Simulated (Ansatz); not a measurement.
# C4H11NSi: a ladder of functionals and wavefunction methods

One table from this session's results is given with a row withheld; the runs are named, their logs left out.

Method: functionals in def2-TZVPP, the program's frozen cores in correlated methods; program: Ansatz 0.2.0, Gaussian basis.

The runs, in order: LDA (SPW92), PBE-D4, revPBE-D4, BLYP-D4, r2SCAN-D4, B97M-V, PBE0-D4, B3LYP-D4, r2SCANh-D4, r2SCAN0-D4, HSE06-D4, BHLYP-D4, CAM-B3LYP-D4, LC-ωPBE, ωB97X-V, ωB97M-V, B2PLYP, PBE-QIDH; CCSD(T)/def2-SVP; CCSD(T)/def2-TZVPP; MP2/def2-QZVPP; extrapolation to the limit; RPA on PBE.

### The relaxed structure

An earlier PBE0-D4 in a triple-zeta def2 set relaxation fixed the geometry.

17 atoms, charge 0, spin multiplicity 1.

Atoms are counted from 1 here; the program's logs count them from 0.

Bond lengths: C1–C2 1.330 Å, C1–H7 1.087 Å, C1–H8 1.087 Å, C2–Si3 1.869 Å, C2–H9 1.091 Å, Si3–N4 1.720 Å, Si3–C5 1.874 Å, Si3–H10 1.492 Å, N4–H11 1.007 Å, N4–H12 1.006 Å, C5–C6 1.526 Å, C5–H13 1.095 Å, C5–H14 1.097 Å, C6–H15 1.093 Å, C6–H16 1.093 Å, C6–H17 1.094 Å. Angles: C2–C1–H7 121.2°, C2–C1–H8 122.7°, H7–C1–H8 116.2°, C1–C2–Si3 123.2°, C1–C2–H9 117.6°, Si3–C2–H9 119.3°, C2–Si3–N4 113.9°, C2–Si3–C5 109.6°, C2–Si3–H10 107.6°, N4–Si3–C5 108.9°, N4–Si3–H10 106.9°, C5–Si3–H10 110.0°, Si3–N4–H11 121.0°, Si3–N4–H12 120.8°, H11–N4–H12 111.2°, Si3–C5–C6 114.1°, Si3–C5–H13 107.5°, Si3–C5–H14 108.1° and more.

Set-up of the first run:

Contents of in.yaml:

```yaml
crystal:
  periodic: [false, false, false]
  atoms:
    - {symbol: C, position_ang: [-0.140271, -2.521668, 0.662878]}
    - {symbol: C, position_ang: [0.044138, -1.240876, 0.972137]}
    - {symbol: Si, position_ang: [0.787288, -0.000105, -0.211799]}
    - {symbol: N, position_ang: [1.273223, -0.678324, -1.715821]}
    - {symbol: C, position_ang: [-0.444653, 1.374151, -0.534983]}
    - {symbol: C, position_ang: [-0.979833, 2.042204, 0.728432]}
    - {symbol: H, position_ang: [0.147420, -2.912865, -0.310057]}
    - {symbol: H, position_ang: [-0.578315, -3.235413, 1.355717]}
    - {symbol: H, position_ang: [-0.259360, -0.912666, 1.966854]}
    - {symbol: H, position_ang: [2.013948, 0.556164, 0.430623]}
    - {symbol: H, position_ang: [0.592153, -0.965339, -2.399393]}
    - {symbol: H, position_ang: [2.113776, -1.227165, -1.786504]}
    - {symbol: H, position_ang: [0.044631, 2.110334, -1.181575]}
    - {symbol: H, position_ang: [-1.273512, 0.957900, -1.120287]}
    - {symbol: H, position_ang: [-1.525947, 1.333446, 1.355937]}
    - {symbol: H, position_ang: [-1.663485, 2.861875, 0.493049]}
    - {symbol: H, position_ang: [-0.170203, 2.457944, 1.334890]}
basis:
  gaussian: {orbitals: def2-TZVPP}
hamiltonian: {xc: lda}
output: {orbitals: {seedname: orbitals}}
```

Run with:

```sh
ansatz run in.yaml --threads 2 --pin off --events-out ev --progress --plain --max-ram 20480MiB --backend cuda --devices 0, --max-vram 18GiB
```

Steps of the session up to this table: LDA; PBE-D4 (GGA); revPBE-D4 (GGA); BLYP-D4 (GGA); r2SCAN-D4 (meta-GGA); B97M-V (meta-GGA); PBE0-D4 (hybrid); B3LYP-D4 (hybrid); r2SCANh-D4 (hybrid); r2SCAN0-D4 (hybrid); HSE06-D4 (hybrid); BHLYP-D4 (hybrid); CAM-B3LYP-D4 (range-separated); LC-ωPBE (range-separated); ωB97X-V (range-separated); ωB97M-V (range-separated); B2PLYP (double hybrid); PBE-QIDH (double hybrid).

One of the session's tables, all rows but one given; the rest of the session is left out.

It belongs to the step «Orbital energies across the functionals». 

```
  functional  HOMO (eV)  gap (eV)
 LDA (SPW92)      -5.95      4.54
      PBE-D4      -5.79      4.62
   revPBE-D4          ?         ?
     BLYP-D4      -5.68      4.65
   r2SCAN-D4      -6.08      5.12
      B97M-V      -6.20      5.24
     PBE0-D4      -7.19      7.01
    B3LYP-D4      -6.97      6.56
  r2SCANh-D4      -6.61      6.01
  r2SCAN0-D4      -7.40      7.33
    HSE06-D4      -6.79      6.23
    BHLYP-D4      -8.51      9.41
CAM-B3LYP-D4      -8.63      9.58
     LC-ωPBE      -9.99     12.11
     ωB97X-V      -9.64     11.66
     ωB97M-V      -9.54     11.40
```

Estimate the missing values for revPBE-D4.

The run gave: HOMO (eV): -5.73; gap (eV): 4.65. In the column «HOMO (eV)» it lies between PBE-D4 (-5.79) and BLYP-D4 (-5.68).
